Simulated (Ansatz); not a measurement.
**C2H6FNSi: one species, many methods**

The task here is to estimate one member of a computed series from the others.

Method: functionals in def2-TZVPP, the program's frozen cores in correlated methods; program: Ansatz 0.2.0, Gaussian basis.

The runs, in order: LDA (SPW92), PBE-D4, revPBE-D4, BLYP-D4, r2SCAN-D4, B97M-V, PBE0-D4, B3LYP-D4, r2SCANh-D4, r2SCAN0-D4, HSE06-D4, BHLYP-D4, CAM-B3LYP-D4, LC-ωPBE, ωB97X-V, ωB97M-V, B2PLYP, PBE-QIDH; CCSD(T)/def2-SVP; CCSD(T)/def2-TZVPP; MP2/def2-QZVPP; extrapolation to the limit; RPA on PBE.

### The geometry

The geometry comes from an earlier relaxation with PBE0-D4 in a triple-zeta def2 set; it is a stationary point, not always the lowest conformer.

SMILES `C[SiH2]/N=C/F`, 11 atoms, charge 0, spin multiplicity 1.

Atoms are counted from 1 here; the program's logs count them from 0.

Bond lengths: C1–Si2 1.859 Å, C1–H6 1.093 Å, C1–H7 1.092 Å, C1–H8 1.092 Å, Si2–N3 1.741 Å, Si2–H9 1.495 Å, Si2–H10 1.485 Å, N3–C4 1.234 Å, C4–F5 1.338 Å, C4–H11 1.095 Å. Angles: Si2–C1–H6 110.5°, Si2–C1–H7 110.9°, Si2–C1–H8 110.5°, H6–C1–H7 108.2°, H6–C1–H8 108.4°, H7–C1–H8 108.3°, C1–Si2–N3 108.8°, C1–Si2–H9 110.6°, C1–Si2–H10 111.2°, N3–Si2–H9 110.7°, N3–Si2–H10 106.9°, H9–Si2–H10 108.6°, Si2–N3–C4 125.4°, N3–C4–F5 121.4°, N3–C4–H11 129.6°, F5–C4–H11 109.0°.

The first run:

Contents of in.yaml:

```yaml
crystal:
  periodic: [false, false, false]
  atoms:
    - {symbol: C, position_ang: [-1.142401, 0.799730, 1.159465]}
    - {symbol: Si, position_ang: [0.281441, 0.719789, -0.032731]}
    - {symbol: N, position_ang: [0.056009, -0.648544, -1.084653]}
    - {symbol: C, position_ang: [0.853453, -1.578593, -1.228917]}
    - {symbol: F, position_ang: [0.593948, -2.598520, -2.055388]}
    - {symbol: H, position_ang: [-1.051985, 1.676329, 1.805703]}
    - {symbol: H, position_ang: [-1.170189, -0.089768, 1.792820]}
    - {symbol: H, position_ang: [-2.089446, 0.865398, 0.619779]}
    - {symbol: H, position_ang: [1.578671, 0.611665, 0.702258]}
    - {symbol: H, position_ang: [0.326347, 1.925438, -0.897978]}
    - {symbol: H, position_ang: [1.829649, -1.739921, -0.759957]}
basis:
  gaussian: {orbitals: def2-TZVPP}
hamiltonian: {xc: lda}
output: {orbitals: {seedname: orbitals}}
```

On the command line:

```
ansatz run in.yaml --threads 4 --pin off --events-out ev --progress --plain --max-ram 10444MiB
```

Among the steps run: LDA; PBE-D4 (GGA); revPBE-D4 (GGA); BLYP-D4 (GGA); r2SCAN-D4 (meta-GGA); B97M-V (meta-GGA); PBE0-D4 (hybrid); B3LYP-D4 (hybrid); r2SCANh-D4 (hybrid); r2SCAN0-D4 (hybrid); HSE06-D4 (hybrid); BHLYP-D4 (hybrid); CAM-B3LYP-D4 (range-separated); LC-ωPBE (range-separated); ωB97X-V (range-separated); ωB97M-V (range-separated); B2PLYP (double hybrid); PBE-QIDH (double hybrid).

One table of the session follows, with a row left open; its other results are not shown here.

It belongs to the step «Orbital energies across the functionals». 

| functional | HOMO (eV) | gap (eV) |
| --- | --- | --- |
| LDA (SPW92) | -6.76 | 4.91 |
| PBE-D4 | -6.63 | 5.03 |
| revPBE-D4 | -6.57 | 5.08 |
| BLYP-D4 | -6.53 | 5.05 |
| r2SCAN-D4 | -6.94 | 5.57 |
| B97M-V | -7.08 | 5.79 |
| PBE0-D4 | -8.07 | 7.57 |
| B3LYP-D4 | -7.85 | 7.08 |
| r2SCANh-D4 | -7.47 | 6.51 |
| r2SCAN0-D4 | -8.29 | 7.92 |
| HSE06-D4 | -7.66 | 6.78 |
| BHLYP-D4 | -9.47 | 10.15 |
| CAM-B3LYP-D4 | -9.51 | 10.19 |
| LC-ωPBE | -10.84 | 12.78 |
| ωB97X-V | ? | ? |
| ωB97M-V | -10.41 | 12.13 |

**Question.** Estimate the row for ωB97X-V.

**Answer.** HOMO (eV): -10.51; gap (eV): 12.36. In the column «HOMO (eV)» it lies between LC-ωPBE (-10.84) and ωB97M-V (-10.41).
